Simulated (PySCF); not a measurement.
# RuSF2: structure of the singlet

The task is one start of a wider search on RuSF2: the singlet, from a PBE0 minimum start. It is relaxed, tested by its Hessian and followed downhill if it is a saddle.

Program: PySCF 2.14.0. Level of theory: PBE0, basis Ru def2-SVP with ECP28, S def2-SVP, F def2-SVP, scalar-relativistic core potentials, no spin–orbit coupling, density fitting. These are calculated values, not measurements.

## 1. The system as given

4 atoms, charge 0, spin multiplicity 1.

Bond lengths: Ru1–S2 1.999 Å, Ru1–F3 1.826 Å, Ru1–F4 1.826 Å. Angles: S2–Ru1–F3 121.4°, S2–Ru1–F4 121.4°, F3–Ru1–F4 117.2°.

Z-matrix (Å, degrees; charge 0 multiplicity 1):
```
Ru
S  1 1.9991
F  1 1.8262 2 121.42
F  1 1.8262 2 121.42 3 180.00
```

## 2. First SCF at the start

The steps below are one call of a driver around PySCF. For each, scf.py gives the equivalent set-up of the SCF; relaxations use the driver's own optimiser. After this first run the driver tries any further starts and a stability analysis.

Contents of scf.py:

```python
from pyscf import gto, scf, dft
mol = gto.M(atom='''
Ru     0.080616     0.139631     0.000000
S     -0.918942    -1.591649    -0.000000
F      1.906256     0.184998     0.000000
F     -0.792911     1.743367     0.000000''',
    basis={'Ru': 'def2-SVP', 'S': 'def2-SVP', 'F': 'def2-SVP'},
    ecp={'Ru': 'def2-SVP'},
    charge=0, spin=0)
mf = dft.RKS(mol, xc='PBE0')
mf.grids.atom_grid = (50, 194)
aux = {'Ru': 'def2-universal-JKFIT', 'S': 'def2-universal-JKFIT', 'F': 'def2-universal-JKFIT'}
mf = mf.density_fit(auxbasis=aux)
mf.conv_tol = 1e-08
mf.diis_space = 10
mf.max_cycle = 60
mf.init_guess = 'minao'
mf.verbose = 4
mf.kernel()
```

The run is started by

```bash
> OMP_NUM_THREADS=2 python axn.py task.json out
```

Further steps of the session: Relaxing the singlet from the PBE0 minimum start; Vibrations and properties at this point; A spin-polarised start; Frequencies.

Before running it: what results should come out? Wanted: minimum; geometry; wavenumbers; dipole moment; highest occupied, lowest empty level; polar-tensor charge of Ru1; zero-point energy; atomisation energy; ⟨S²⟩.

**Answer**, as computed:

```
                                          quantity                                                               value
                                           minimum                                       broken-symmetry (Ms = 0), C2v
                                          geometry  Ru–F 1.817 Å (×2), Ru–S 2.040 Å; F–Ru–F 138.1°, F–Ru–S 111.0° (×2)
                                wavenumbers (cm⁻¹)          152 (b2), 159 (b1), 183 (a1), 563 (a1), 660 (a1), 709 (b2)
                                     dipole moment                                                              0.72 D
highest occupied, lowest empty level (either spin)                                                     -7.50, -4.31 eV
                        polar-tensor charge of Ru1                                                             +1.27 e
                                 zero-point energy                                                         14.5 kJ/mol
                               entropy at 298.15 K                                                     315.1 J/(mol K)
         atomisation energy (no zero-point energy)                                                         1153 kJ/mol
                                              ⟨S²⟩                                                               1.037
```

**Reading.** The PBE0 minimum start keeps its C2v symmetry and ends in a minimum. The determinant is spin-contaminated (⟨S²⟩ = 1.04 against 0.00), so it is no pure spin state. In the infrared the band at 709 cm⁻¹ (b2, stretch) leads. Other starts or spin states, not run here, may lie lower.
